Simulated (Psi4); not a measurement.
# CoF2 (SMILES [F][Co][F]) at U-revPBE0/aug-cc-pV(T+d)Z (ZORA, density fitting)

Aim: the vertical electron affinity of CoF2 at U-revPBE0/aug-cc-pV(T+d)Z (ZORA, density fitting), from 2 runs. Input form: a Python script.

The calculation is run with Psi4 1.11.

1 further run of the same task is left out (set aside as unsound or not needed).

### Step 1. The system as given

CoF2 has 3 atoms, charge 0, and is taken as a quartet. SMILES: `[F][Co][F]`. The shape comes from GFN2-xTB, which is rough for such elements, and wasn't checked as a minimum.

Bond lengths: Co1–F2 1.616 Å, Co1–F3 1.617 Å. Angles: F2–Co1–F3 180.0°.

### Step 2. Energy and one-electron properties at U-revPBE0/aug-cc-pV(T+d)Z (ZORA, density fitting)

cof2.xyz reads:

```xyz
3
CoF2
Co     0.000020     0.000010     0.000070
F     -0.015840    -0.019580     1.616250
F      0.015830     0.019570    -1.616320
```

run.py reads:

```python
import psi4

psi4.set_memory(1600000000)
psi4.set_num_threads(1)
psi4.set_output_file('psi4.out', False)

with open('cof2.xyz') as f:
    atoms = ''.join(f.readlines()[2:])
molecule = psi4.geometry('0 4\n' + atoms + 'no_reorient\nno_com')

psi4.set_options(dict(reference='uks', scf_type='disk_df', relativistic='zora'))

energy_value, wavefunction = psi4.energy('revpbe0/aug-cc-pV(T+d)Z', return_wfn=True)
psi4.oeprop(wavefunction, 'MBIS_CHARGES', 'NO_OCCUPATIONS')
print(f'total energy {energy_value:.8f} hartree = {energy_value * 27.211386:.5f} eV')
```

Launch:

```bash
$ python run.py
```

psi4.out:

```text
[...]
  Running in c1 symmetry.
[...]
  Nuclear repulsion =  172.356981708475871
[...]
  Multiplicity = 4
[...]
  Nalpha       = 24
  Nbeta        = 21
[...]
    Number of basis functions: 185
[...]
   @DF-UKS iter   1: -1591.33744802906472    5.02123e+00   2.93270e-02 DIIS/ADIIS
[...]
   @DF-UKS iter  12: -1597.99141824653998   -8.62995e-08   5.85313e-07 DIIS
[...]
   @S^2 Observed:                3.767291292E+00
[...]
    Orbital Energies [Eh]
    ---------------------
    Alpha Occupied:
       1A   -283.494342     2A    -33.790295     3A    -28.973114
       4A    -28.972105     5A    -28.970516     6A    -24.820570
       7A    -24.820518     8A     -4.089948     9A     -2.697061
      10A     -2.690434    11A     -2.688290    12A     -1.219322
      13A     -1.198321    14A     -0.564928    15A     -0.545784
      16A     -0.545230    17A     -0.490788    18A     -0.455454
      19A     -0.452981    20A     -0.452847    21A     -0.443990
      22A     -0.379973    23A     -0.379626    24A     -0.346278
    Alpha Virtual:
      25A     -0.028671    26A     -0.000437    27A     -0.000159
[...]
  @DF-UKS Final Energy: -1597.99141824653998
   => Energetics <=
    Nuclear Repulsion Energy =            172.3569817084758711
    One-Electron Energy =               -2553.3719220259054055
    Two-Electron Energy =                 843.7052190671068956
    DFT Exchange-Correlation Energy =     -60.6816969962172834
    Empirical Dispersion Energy =           0.0000000000000000
    VV10 Nonlocal Energy =                  0.0000000000000000
    Total Energy =                      -1597.9914182465399790
[...]
 Multipole Moments:
 ------------------------------------------------------------------------------------
     Multipole            Electronic (a.u.)      Nuclear  (a.u.)        Total (a.u.)
 ------------------------------------------------------------------------------------
 L = 1.  Multiply by 2.5417464519 to convert [e a0] to [Debye]
 Dipole X            :         -0.0008203            0.0008504            0.0000301
 Dipole Y            :         -0.0003237            0.0003402            0.0000164
 Dipole Z            :         -0.0019528            0.0023811            0.0004282
 Magnitude           :                                                    0.0004296
[...]
```

Standard output:

```text
total energy -1597.99141825 hartree = -43483.56131 eV
```

Run time: 62 s. Hardware: 1 thread of Intel Xeon at 2.60GHz (Ice Lake), shared host; peak memory 1.5 GiB.

Atomic charges (e):

```csv
atom,MBIS
Co1,+0.894
F2,-0.447
F3,-0.447
```

### Step 3. The triplet anion, same level

cof2.py reads:

```python
import psi4

psi4.set_memory('1600 MB')
psi4.set_num_threads(1)
psi4.core.set_output_file('run.log', False)

mol = psi4.geometry("""
-1 3
Co     0.000020     0.000010     0.000070
F     -0.015840    -0.019580     1.616250
F      0.015830     0.019570    -1.616320
units angstrom
no_reorient
no_com
""")

psi4.set_options({
    'reference': 'uks',
    'scf_type': 'disk_df',
    'relativistic': 'zora',
})

result, w = psi4.energy("revpbe0/aug-cc-pV(T+d)Z", return_wfn=True)
psi4.oeprop(w, "MBIS_CHARGES", "NO_OCCUPATIONS")
print(f'revpbe0/aug-cc-pV(T+d)Z energy: {result:.10f} Eh')
for k, v in sorted(psi4.core.scalar_variables().items()):
    print(f'{k:45s} {v:18.10f}')
```

Launch:

```bash
$ python cof2.py
```

run.log:

```text
[...]
  Running in c1 symmetry.
[...]
  Nuclear repulsion =  172.356981708475871
[...]
  Multiplicity = 3
[...]
  Nalpha       = 24
  Nbeta        = 22
[...]
    Number of basis functions: 185
[...]
   @DF-UKS iter   1: -1591.60950381033240    4.74917e+00   2.91552e-02 DIIS/ADIIS
[...]
   @DF-UKS iter  14: -1598.04259366307679   -5.59132e-08   3.45577e-07 DIIS
[...]
   @S^2 Observed:                2.088628585E+00
[...]
    Orbital Energies [Eh]
    ---------------------
    Alpha Occupied:
       1A   -283.124839     2A    -33.403823     3A    -28.616285
       4A    -28.573654     5A    -28.573654     6A    -24.567723
       7A    -24.567683     8A     -3.696521     9A     -2.364904
      10A     -2.266184    11A     -2.266184    12A     -0.964040
      13A     -0.945537    14A     -0.288857    15A     -0.246277
      16A     -0.246277    17A     -0.208283    18A     -0.202621
      19A     -0.202621    20A     -0.069764    21A     -0.069764
      22A     -0.048782    23A     -0.048782    24A     -0.028641
    Alpha Virtual:
      25A      0.109677    26A      0.117914    27A      0.117914
[...]
  @DF-UKS Final Energy: -1598.04259366307679
   => Energetics <=
    Nuclear Repulsion Energy =            172.3569817084758711
    One-Electron Energy =               -2567.6846930704941769
    Two-Electron Energy =                 858.1721189500739229
    DFT Exchange-Correlation Energy =     -60.8870012511323040
    Empirical Dispersion Energy =           0.0000000000000000
    VV10 Nonlocal Energy =                  0.0000000000000000
    Total Energy =                      -1598.0425936630765591
[...]
 Multipole Moments:
 ------------------------------------------------------------------------------------
     Multipole            Electronic (a.u.)      Nuclear  (a.u.)        Total (a.u.)
 ------------------------------------------------------------------------------------
 L = 1.  Multiply by 2.5417464519 to convert [e a0] to [Debye]
 Dipole X            :         -0.0008902            0.0008504           -0.0000398
 Dipole Y            :         -0.0003631            0.0003402           -0.0000230
 Dipole Z            :         -0.0020503            0.0023811            0.0003308
 Magnitude           :                                                    0.0003340
[...]
```

The script printed:

```text
revpbe0/aug-cc-pV(T+d)Z energy: -1598.0425936631 Eh
CURRENT ENERGY                                  -1598.0425936631
CURRENT REFERENCE ENERGY                        -1598.0425936631
DD SOLVATION ENERGY                                 0.0000000000
DFT FUNCTIONAL TOTAL ENERGY                     -1598.0425936631
DFT TOTAL ENERGY                                -1598.0425936631
DFT VV10 ENERGY                                     0.0000000000
DFT XC ENERGY                                     -60.8870012511
GRID ELECTRONS ALPHA                               24.0000155965
GRID ELECTRONS BETA                                22.0000152235
GRID ELECTRONS TOTAL                               46.0000308201
NUCLEAR REPULSION ENERGY                          172.3569817085
ONE-ELECTRON ENERGY                             -2567.6846930705
PCM POLARIZATION ENERGY                             0.0000000000
PE ENERGY                                           0.0000000000
SCF ITERATION ENERGY                            -1598.0425936631
SCF ITERATIONS                                     14.0000000000
SCF TOTAL ENERGY                                -1598.0425936631
TWO-ELECTRON ENERGY                               858.1721189501
XC GRID RADIAL POINTS                              75.0000000000
XC GRID SPHERICAL POINTS                          302.0000000000
XC GRID TOTAL POINTS                            66788.0000000000
```

Wall time 61 s (1 thread of Intel Xeon at 2.60GHz (Ice Lake), shared host); peak memory 1.5 GiB.

Atomic charges (e):

```csv
atom,MBIS
Co1,-0.181
F2,-0.409
F3,-0.410
```

### Step 4. Summary of results

At U-revPBE0/aug-cc-pV(T+d)Z (ZORA, density fitting):

```
                                         quantity           value
                       quartet CoF2: total energy  -1597.99142 Eh
                      quartet CoF2: dipole moment          0.00 D
 quartet CoF2: HOMO energy (highest over α and β)        -8.03 eV
  quartet CoF2: LUMO energy (lowest over α and β)        -3.52 eV
                               quartet CoF2: ⟨S²⟩           3.767
                      triplet anion: total energy  -1598.04259 Eh
triplet anion: HOMO energy (highest over α and β)         0.50 eV
 triplet anion: LUMO energy (lowest over α and β)         2.86 eV
                              triplet anion: ⟨S²⟩           2.089
vertical electron affinity (to the triplet anion)        1.393 eV
```

**Reading.** At fixed nuclei the extra electron is bound by 1.39 eV (134 kJ/mol). The HOMO (triplet anion) lies at positive energy, 0.50 eV; only total energies tell whether the electron is bound.
